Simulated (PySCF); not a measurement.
# A diatomic session: KH−

One table from this session's results is given with a row withheld; the runs are named, their logs left out.

Method: K aug-pcseg-1, H aug-pcseg-1, no relativity; program: PySCF 2.14.0.

3 further runs of the same task are left out: 3 set aside as unsound or not needed.

The first run:

Settings of the job:

```json
{"atoms": "K, H", "charge": "-1", "basis": "K aug-pcseg-1, H aug-pcseg-1", "Hamiltonian": "no relativity", "basis functions": "42", "electrons treated": "21", "masses in u": "38.9637, 1.0078", "levels": "PBE0, PBE, r²SCAN, LDA, PBEsol, MN15, CAM-B3LYP, MP2, SCS-MP2, CCSD, CCSD(T)", "grid": "80 radial by 434 angular points", "occupations": "held fixed by the projection of orbital angular momentum", "dissociation limit": "K + H−, each in its ground configuration", "starting distance in angstrom": "2.365", "values of 2S to try": "1, 3"}
```

Run with:

```bash
> OMP_NUM_THREADS=1 python dia.py task.json out
```

Steps of the session up to this table: Set-up; The PBE0 curve of the state that the search chose; PBE (GGA); r²SCAN; LDA (local density); PBEsol; MN15 (hybrid meta-GGA); CAM-B3LYP; Correlated methods on the Hartree–Fock reference.

One of the session's tables, all rows but one given; the rest of the session is left out.

Differences from CCSD(T) in the same basis:

```
      level  Re (mÅ)  ωe (%)
    UHF-MP2      -22    +5.0
UHF-SCS-MP2      -16    +4.4
   UHF-CCSD       +3     0.0
        LDA     -112   +10.7
        PBE      -75    +7.2
     PBEsol      -94    +9.1
     r²SCAN        ?       ?
       PBE0      -76   +10.3
       MN15      -46    +3.1
  CAM-B3LYP      -68    +9.7
```

Estimate the missing values for r²SCAN.

**Answer.** Re (mÅ): -59; ωe (%): +7.9. In the column «Re (mÅ)» it lies between CAM-B3LYP (-68) and MN15 (-46).

CCSD(T) in a basis this small is itself some way from its limit, more so than the functionals.
